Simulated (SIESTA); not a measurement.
# Fe in SIESTA: the effect of Hubbard term

Sheet: Fe, a sheet with vacuum.

```
CELL_PARAMETERS angstrom
2.31119 0.00000 0.00000
0.00000 2.31119 0.00000
0.00000 0.00000 23.80000
ATOMIC_POSITIONS crystal
Fe 0.00000 0.00000 0.29412
```

The cell was built by a generator and needn't be a form met in nature.

Alike in all runs:

| Property | Result |
| --- | --- |
| Program | SIESTA 5.4.2 |
| Task | band structure |
| Functional | PBE |
| Potentials or basis | PseudoDojo 0.4 standard (PBE files) |
| Basis | DZP (energy shift 0.003 Ry; two zetas on semicore shells) |
| Grid cutoff | 800 Ry |
| Energy shift | 0.003 Ry |
| k mesh | 11 × 11 × 1 |
| Occupations | fermi-dirac, width 0.05 eV |
| Spin | collinear spin, ferromagnetic start |
| Starting moments | [3.0] μB |
| dipole correction | yes |
| Hubbard projector method | 1 |
| U from the first cycle | yes |

| Hubbard term | moment (μB) |
| --- | --- |
| none | 2.76 |
| Fe d U = 2 eV | 3.02 |
| Fe d U = 8 eV | ? |

**Question.** What does the run with Hubbard term Fe d U = 8 eV give?

**Answer.** Moment 3.65 μB.

Caveats: the U is typed as a test and isn't derived for this compound (some runs).
